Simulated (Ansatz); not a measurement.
# Li2F3: the cost of one run

Method: DFT PBE, scalar-relativistic, plane waves, PAW, in Ansatz 0.2.0.

2 further runs of the same task are left out: 2 set aside as unsound or not needed.

### Step 1. Starting point

It takes space group P-3m1 (No. 164, trigonal). Conventional cell: a = 3.439 Å, b = 3.439 Å, c = 5.351 Å, α = 90.00°, β = 90.00°, γ = 120.00°. Around Li (site symmetry 3m) lie 7 F at 2.07 to 2.38 Å. Around F (site symmetry -3m) lie 6 Li at 2.38 Å. Around F (site symmetry 3m) lie 4 Li at 2.07 to 2.14 Å.

Coordinates:

```cif
data_structure
_symmetry_space_group_name_H-M 'P-3m1'
_symmetry_Int_Tables_number 164
_cell_length_a 3.4395
_cell_length_b 3.4395
_cell_length_c 5.3513
_cell_angle_alpha 90.000
_cell_angle_beta 90.000
_cell_angle_gamma 120.000
_cell_volume 54.82
loop_
_atom_site_label
_atom_site_type_symbol
_atom_site_symmetry_multiplicity
_atom_site_Wyckoff_symbol
_atom_site_fract_x
_atom_site_fract_y
_atom_site_fract_z
_atom_site_occupancy
Li1 Li 2 d 0.33333 0.66667 0.24500 1
F1 F 1 a 0.00000 0.00000 0.00000 1
F2 F 2 d 0.33333 0.66667 0.64500 1
```

This is candidate A: A-type sesquioxide type (P-3m1, No. 164).

(A quick probe on a coarse mesh, which set the mesh and smearing, is not shown.)

### Step 3. Rough relaxation on the coarse mesh (candidate A)

Contents of input.yaml:

```yaml
crystal:
  lattice:
    - [3.4394676005, 0.0, 0.0]
    - [-1.7197338002, 2.9786663175, 0.0]
    - [0.0, 0.0, 5.3512528911]
  atoms:
    - { symbol: Li, position: [0.3333333333, 0.6666666667, 0.245] }
    - { symbol: Li, position: [0.6666666667, 0.3333333333, 0.755] }
    - { symbol: F, position: [0.0, 0.0, 0.0], spin: 0.35 }
    - { symbol: F, position: [0.3333333333, 0.6666666667, 0.645], spin: 0.37 }
    - { symbol: F, position: [0.6666666667, 0.3333333333, 0.355], spin: 0.37 }
basis:
  ecutwfc: 420
kpoints:
  mp_grid: { grid: [6, 6, 4] }
hamiltonian:
  xc: pbe
scf:
  occupations: { method: gaussian, width: 0.1 }
  lower_state_search: "off"
output:
  forces: true
  stress: true
  eigenvalues: true
  populations: true
magnetization:
  spin_polarized: true
relax:
  adjacent_minimum: "off"
  f_tol: 0.04
  max_steps: 70
  cell: { stress_tol: 0.4 }
```

Run with:

```
$ ansatz run input.yaml --threads 1 --pin off --max-ram 2560MiB --backend cpu --events-out ev --progress --plain --runs-dir out
```

What time and memory should one allow on 1 thread of Arm Neoverse V1, shared host?

About 31 s, with a peak of 0.32 GiB.
